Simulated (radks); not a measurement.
**Hf in [Kr] 4d10 4f14 5s2 5p5.75 5d2 6s2 7s0.25: an all-electron calculation**

Aim: the levels, the sizes of the orbitals and the parts of the energy of neutral hafnium.

Method: Dirac Kohn-Sham, PBE, spin-unpolarised, spherical densities, point nucleus; open shells are shared between the two j in proportion to 2j + 1. Code: radks (a radial shooting solver on a logarithmic mesh, Libxc functionals) version 1.

## (1) The system

- element: hafnium (Z = 72)
- charge: 0
- electrons: 72
- configuration: [Kr] 4d10 4f14 5s2 5p5.75 5d2 6s2 7s0.25

## (2) The run

The run's settings:

```text
Z 72
configuration [Kr] 4d10 4f14 5s2 5p5.75 5d2 6s2 7s0.25
relativity Dirac
functional pbe,pbe
spin unpolarised
j_filling average
nucleus point
c 137.035999084
```

What does the calculation give?

The runs gave:

```
                        quantity                   value
                    total energy     -15097.3498 hartree
exchange-correlation share of it                  2.05 %
                            −T/E                  1.1189
          highest occupied level        7s1/2, -0.681 eV
    most extended occupied level  7s1/2, <r> = 11.4 bohr
 radius at density 0.001 e/bohr³               4.87 bohr
    maxima of the radial density                       4
```

7 principal shells are occupied and 4 maxima appear in the radial density; where shells overlap, one shows as a shoulder or not at all. −T/E is 1.119: with relativity the kinetic term as defined here no longer equals −E. This is not the tabulated ground configuration, so its levels and sizes aren't those of the ground state, and no measured value stands beside it.
